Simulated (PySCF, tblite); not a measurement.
# C5H11BFN: geometry, infrared bands and NMR shifts

Wanted: the infrared bands and NMR shifts of C5H11BFN (`NB(F)C1CCCC1`), by calculation.

Computed with tblite 0.8.0 and PySCF 2.14.0, with density-fitted response routines of our own, on a single molecule in the gas phase. Atoms count from 0, in the outputs and in this text.

### Step 1. The starting structure

19 atoms, charge 0, multiplicity 1; geometry from: force field or distance geometry start.

Bonds of the start (Å): N0–B1 1.52, B1–F2 1.46, B1–C3 1.60, C3–C4 1.52, C4–C5 1.53, C5–C6 1.53, C6–C7 1.53, C7–C3 1.53, N0–H8 1.04, N0–H9 1.03, C3–H10 1.10, C4–H11 1.12, C4–H12 1.11, C5–H13 1.11, C5–H14 1.10, C6–H15 1.11, C6–H16 1.12, C7–H17 1.11, C7–H18 1.11.

### Step 2. Relaxing the molecule with GFN2-xTB

The job: settings as JSON, then the geometry in Å.

```
{"job": {"kind": "relax", "xc": "GFN2-xTB", "basis": "xTB"}, "charge": 0, "multiplicity": 1}
N      2.971800     0.780300    -0.676700
B      1.884300    -0.055000    -0.015600
F      2.277500    -1.181800     0.832000
C      0.341500     0.301000    -0.234200
C     -0.446000    -0.853200    -0.840100
C     -1.896300    -0.621000    -0.428200
C     -1.853400     0.305100     0.790200
C     -0.380000     0.607000     1.079100
H      3.586100     1.145600     0.083800
H      3.536000     0.134200    -1.253000
H      0.268400     1.179000    -0.896100
H     -0.346700    -0.859100    -1.953200
H     -0.110300    -1.832300    -0.436500
H     -2.447900    -0.131800    -1.255000
H     -2.389700    -1.576400    -0.177700
H     -2.399200     1.248100     0.581900
H     -2.328900    -0.179700     1.677400
H     -0.035000    -0.066800     1.897300
H     -0.241900     1.666100     1.382000
```

Launch:

```bash
$ OMP_NUM_THREADS=1 python probes_run.py task.json out
```

The driver reads the jobs from task.json and runs them one after another.

**Question.** This job is followed by: GFN2-xTB harmonic vibrations, gas phase; GIAO PBE0/pcSseg-1 NMR shielding, non-relativistic, gas phase. What will the session give for the following? strongest single infrared mode (GFN2-xTB); zero-point energy (GFN2-xTB); 13C shifts against TMS (PBE0/pcSseg-1, means over atoms taken as alike); 1H shifts against TMS (PBE0/pcSseg-1, means over atoms taken as alike); 15N shifts against NH3 (PBE0/pcSseg-1); 11B shifts against BF3·OEt2 (PBE0/pcSseg-1); 19F shifts against CFCl3 (PBE0/pcSseg-1); surface potential, 1st and 99th percentile.

**Answer**, as computed:

```
                                                               quantity                                   value
                              strongest single infrared mode (GFN2-xTB)                   1228 cm⁻¹, 252 km/mol
                                           zero-point energy (GFN2-xTB)                          101.8 kcal/mol
13C shifts against TMS (PBE0/pcSseg-1, means over atoms taken as alike)                    33.5, 32.6, 27.8 ppm
 1H shifts against TMS (PBE0/pcSseg-1, means over atoms taken as alike)  3.09, 1.83, 1.70, 1.59, 1.47, 0.64 ppm
                                 15N shifts against NH3 (PBE0/pcSseg-1)                                82.8 ppm
                            11B shifts against BF3·OEt2 (PBE0/pcSseg-1)                                32.2 ppm
                               19F shifts against CFCl3 (PBE0/pcSseg-1)                              -128.5 ppm
                                  surface potential, 1st and 99th percentile                      -1.14 V and 1.69 V
```

What this shows: Relaxing lowered the energy by 1.307 eV in 93 steps; the close pair that moved most is N0–B1, from 1.522 to 1.386 Å. All 51 modes are real, so the xTB geometry is a minimum. The strongest single mode, at 1228 cm⁻¹, moves mainly B1. Unscaled tight-binding wavenumbers are off by several per cent, some by more. Its intensities can rank the bands wrongly. At PBE0/pcSseg-1: Shielding is most anisotropic at F2 (span 290 ppm, paramagnetic term -171 ppm).
